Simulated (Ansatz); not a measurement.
# C: the cost of one run

Computed with Ansatz 0.2.0 (DFT PBE, scalar-relativistic, plane waves, PAW, unless a step's input says otherwise).

A COD entry behind a cell of this session may itself be a prediction, so a difference from it is no test against experiment.

## 1. The system as given

It takes space group P3m1 (No. 156, trigonal). The conventional cell has a = 5.044 Å, b = 5.044 Å, c = 28.752 Å, α = 90.00°, β = 90.00°, γ = 120.00°. C (site symmetry 3m) is surrounded by 3 C at 1.54 Å. C (site symmetry m) has 3 C at 1.54 Å as nearest neighbours. Around C (site symmetry m) lie 4 C at 1.54 Å. C (site symmetry 3m) is surrounded by 4 C at 1.54 Å. Only part of the 19 independent sites is listed.

As a file:

```
CELL_PARAMETERS angstrom
5.04420 0.00000 0.00000
-2.52210 4.36840 0.00000
0.00000 0.00000 28.75203
ATOMIC_POSITIONS crystal
C 0.16667 0.33333 0.34780
C 0.16667 0.83333 0.34780
C 0.66667 0.33333 0.34780
C 0.66667 0.83333 0.34780
C 0.33333 0.16667 0.36571
C 0.33333 0.66667 0.36571
C 0.83333 0.16667 0.36571
C 0.83333 0.66667 0.36571
C 0.33333 0.16667 0.41942
C 0.33333 0.66667 0.41942
C 0.83333 0.16667 0.41942
C 0.83333 0.66667 0.41942
C 0.16667 0.33333 0.43733
C 0.16667 0.83333 0.43733
C 0.66667 0.33333 0.43733
C 0.66667 0.83333 0.43733
C 0.16667 0.33333 0.49105
C 0.16667 0.83333 0.49105
C 0.66667 0.33333 0.49105
C 0.66667 0.83333 0.49105
C 0.33333 0.16667 0.50895
C 0.33333 0.66667 0.50895
C 0.83333 0.16667 0.50895
C 0.83333 0.66667 0.50895
C 0.33333 0.16667 0.56267
C 0.33333 0.66667 0.56267
C 0.83333 0.16667 0.56267
C 0.83333 0.66667 0.56267
C 0.16667 0.33333 0.58058
C 0.16667 0.83333 0.58058
C 0.66667 0.33333 0.58058
C 0.66667 0.83333 0.58058
C 0.16667 0.33333 0.63429
C 0.16667 0.83333 0.63429
C 0.66667 0.33333 0.63429
C 0.66667 0.83333 0.63429
C 0.33333 0.16667 0.65220
C 0.33333 0.66667 0.65220
C 0.83333 0.16667 0.65220
```

Slab cut from the bulk at the bulk's listed lattice constants, lower half held.

## 2. Relaxing the atoms

File input.yaml:

```yaml
crystal:
  lattice:
    - [5.04419768, 0.0, 0.0]
    - [-2.52209884, 4.36840334, 0.0]
    - [0.0, 0.0, 28.7520250313]
  atoms:
    - { symbol: C, position: [0.166666665, 0.333333335, 0.3478015892] }
    - { symbol: C, position: [0.166666665, 0.833333335, 0.3478015892] }
    - { symbol: C, position: [0.666666665, 0.333333335, 0.3478015892] }
    - { symbol: C, position: [0.666666665, 0.833333335, 0.3478015892] }
    - { symbol: C, position: [0.333333335, 0.166666665, 0.3657072868] }
    - { symbol: C, position: [0.333333335, 0.666666665, 0.3657072868] }
    - { symbol: C, position: [0.833333335, 0.166666665, 0.3657072868] }
    - { symbol: C, position: [0.833333335, 0.666666665, 0.3657072868] }
    - { symbol: C, position: [0.333333335, 0.166666665, 0.4194243702] }
    - { symbol: C, position: [0.333333335, 0.666666665, 0.4194243702] }
    - { symbol: C, position: [0.833333335, 0.166666665, 0.4194243702] }
    - { symbol: C, position: [0.833333335, 0.666666665, 0.4194243702] }
    - { symbol: C, position: [0.166666665, 0.333333335, 0.4373300678] }
    - { symbol: C, position: [0.166666665, 0.833333335, 0.4373300678] }
    - { symbol: C, position: [0.666666665, 0.333333335, 0.4373300678] }
    - { symbol: C, position: [0.666666665, 0.833333335, 0.4373300678] }
    - { symbol: C, position: [0.166666665, 0.333333335, 0.4910471512] }
    - { symbol: C, position: [0.166666665, 0.833333335, 0.4910471512] }
    - { symbol: C, position: [0.666666665, 0.333333335, 0.4910471512] }
    - { symbol: C, position: [0.666666665, 0.833333335, 0.4910471512] }
    - { symbol: C, position: [0.333333335, 0.166666665, 0.5089528488] }
    - { symbol: C, position: [0.333333335, 0.666666665, 0.5089528488] }
    - { symbol: C, position: [0.833333335, 0.166666665, 0.5089528488] }
    - { symbol: C, position: [0.833333335, 0.666666665, 0.5089528488] }
    - { symbol: C, position: [0.333333335, 0.166666665, 0.5626699322] }
    - { symbol: C, position: [0.333333335, 0.666666665, 0.5626699322] }
    - { symbol: C, position: [0.833333335, 0.166666665, 0.5626699322] }
    - { symbol: C, position: [0.833333335, 0.666666665, 0.5626699322] }
    - { symbol: C, position: [0.166666665, 0.333333335, 0.5805756298] }
    - { symbol: C, position: [0.166666665, 0.833333335, 0.5805756298] }
    - { symbol: C, position: [0.666666665, 0.333333335, 0.5805756298] }
    - { symbol: C, position: [0.666666665, 0.833333335, 0.5805756298] }
    - { symbol: C, position: [0.166666665, 0.333333335, 0.6342927132] }
    - { symbol: C, position: [0.166666665, 0.833333335, 0.6342927132] }
    - { symbol: C, position: [0.666666665, 0.333333335, 0.6342927132] }
    - { symbol: C, position: [0.666666665, 0.833333335, 0.6342927132] }
    - { symbol: C, position: [0.333333335, 0.166666665, 0.6521984108] }
    - { symbol: C, position: [0.333333335, 0.666666665, 0.6521984108] }
    - { symbol: C, position: [0.833333335, 0.166666665, 0.6521984108] }
basis:
  ecutwfc: 600.0
  fft_grid_basis: typed
kpoints:
  mp_grid: { grid: [6, 6, 1] }
hamiltonian:
  xc: pbe
  pseudopotentials: { kind: paw }
scf:
  occupations: { method: gaussian, width: 0.1 }
output:
  forces: true
  eigenvalues: true
efield:
  axis: 3
  dipole_correction: true
  ramp_width: 0.04
relax:
  adjacent_minimum: "off"
  f_tol: 0.04
  max_steps: 40
  constraints: [{ sites: [0, 1, 2, 3, 4, 5, 6, 7, 8, 9, 10, 11, 12, 13, 14, 15] }]
```

Run with:

```sh
$ ansatz run input.yaml --threads 4 --pin off --max-ram 8847MiB --backend cpu --events-out ev --progress --plain --runs-dir out
```

Q: Estimate wall time and peak memory on 4 threads of Arm Neoverse V2, shared host.

About 3.6 min, with a peak of 2.7 GiB.
